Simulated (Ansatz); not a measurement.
The system is LaBi.

```
CELL_PARAMETERS angstrom
0.00000 3.28250 3.28250
3.28250 0.00000 3.28250
3.28250 3.28250 0.00000
ATOMIC_POSITIONS crystal
Bi 0.50000 0.50000 0.50000
La 0.00000 0.00000 0.00000
```

```yaml
Program: Ansatz 0.2.0
Task: relaxation of cell and atoms
Functional: PBE
Potentials_or_basis: Ansatz PAW
Cutoff: "420 eV (not typed: the program's choice for these potentials)"
k_mesh: 7 × 7 × 7
Occupations: fermi-dirac, width 0.05 eV
Spin: no spin polarisation
```

At the start: volume 35.37 Å³/atom.

Question: Where does the relaxation end?

Answer: It ends after 5 steps and the volume is 36.94 Å³/atom (+4.5 %); space group Fm-3m (No. 225, to 0.05 Å).

Step by step:
```csv
step,energy change (eV),largest force (eV/Å),volume (Å³)
1,0.0000,0.0000,70.74
2,-0.0146,0.0000,75.73
3,-0.0212,0.0000,74.02
4,-0.0212,0.0000,73.89
5,-0.0215,0.0000,73.89
```

Final structure:
```
Bi La
1.0
     0.00000    3.33054    3.33054
     3.33054    0.00000    3.33054
     3.33054    3.33054    0.00000
Bi La
1 1
Direct
  0.50000 0.50000 0.50000
  0.00000 0.00000 0.00000
```

Caveat: the plane-wave basis is chosen anew once the cell has moved, so the energies of steps on either side of that aren't comparable.
